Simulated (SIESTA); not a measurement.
The system is Ta3N.

```xyz
4
Lattice="3.0322 0.0000 0.0000 -1.5161 2.6260 0.0000 0.0000 0.0000 7.5241" Properties=species:S:1:pos:R:3 pbc="T T T"
Ta    1.5161    0.8753    6.2155
Ta    0.0000    1.7507    1.3087
Ta    0.0000    0.0000    3.7621
N     0.0000    0.0000    0.0000
```

The cell comes from a database or a generator and needn't be the stable form of this composition.

| Item | Value |
| --- | --- |
| Program | SIESTA 5.4.2 |
| Task | single point |
| Functional | PBEsol |
| Potentials or basis | PseudoDojo 0.4 standard (PBEsol files) |
| Basis | DZP (energy shift 0.003 Ry; two zetas on semicore shells) |
| Grid cutoff | 800 Ry |
| Energy shift | 0.003 Ry |
| k mesh | 10 × 10 × 4 |
| Occupations | fermi-dirac, width 0.05 eV |
| Spin | no spin polarisation |

On this cell: pressure -5.9 GPa; largest force 0.120 eV/Å; band gap on the k mesh none (metal or under the smearing width).

The same run follows on a disturbed copy (atoms moved at random, drawn with an rms of 0.05 Å):

```
CELL_PARAMETERS angstrom
3.03222 0.00000 0.00000
-1.51611 2.62598 0.00000
0.00000 0.00000 7.52414
ATOMIC_POSITIONS crystal
Ta 0.67856 0.35183 0.82240
Ta 0.34771 0.66490 0.17549
Ta 0.99945 0.00065 0.49519
N 0.99628 0.01546 0.99323
```

Problem. What does the disturbed cell give?

Solution. The energy (extrapolated to zero smearing) moves by +12.3 meV/atom; pressure -6.0 GPa; largest force 0.916 eV/Å; band gap on the k mesh none (metal or under the smearing width).

Forces on the atoms (eV/Å):
```
Ta  -0.275 -0.020 -0.312
Ta  -0.380  0.188 -0.671
Ta  -0.006  0.028  0.378
N    0.659 -0.196  0.606
```

Stress tensor (GPa, compression positive):
```
-7.01  0.06 -0.52
 0.06 -6.14  0.69
-0.52  0.69 -4.87
```

Caveats: short orbitals over semicore shells can move pressures by several GPa; the basis of atomic orbitals isn't converged, which shifts pressures, moduli and gaps.
